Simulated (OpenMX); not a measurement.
The system is AgRh.

```
CELL_PARAMETERS angstrom
2.77759 0.00000 0.00000
-1.38879 2.40546 0.00000
0.00000 0.00000 4.80860
ATOMIC_POSITIONS crystal
Ag 0.00000 0.00000 0.50000
Rh 0.66667 0.33333 0.00000
```

The cell comes from a database or a generator and needn't be the stable form of this composition.

Base run:

* Program: OpenMX 3.8.5
* Functional: PBE
* Potentials or basis: OpenMX 2013 PBE set, Ag7.0-s3p2d2, Rh7.0-s3p2d2, grid cutoff 400 Ry
* k mesh: 11 × 11 × 7
* Occupations: fermi-dirac, width 0.05 eV
* Spin: no spin polarisation

Its results: pressure 1.6 GPa.

Q: The run is repeated on the same cell with these changes: potentials or basis from OpenMX 2013 PBE set, Ag7.0-s3p2d2, Rh7.0-s3p2d2, grid cutoff 400 Ry to OpenMX 2013 PBE set, Ag7.0-s3p2d1, Rh7.0-s3p2d1, grid cutoff 400 Ry; k mesh from 11 × 11 × 7 to 9 × 9 × 5. What comes out?

A: Pressure 2.7 GPa.

Caveats: the basis of atomic orbitals isn't converged, which shifts pressures, moduli and gaps.
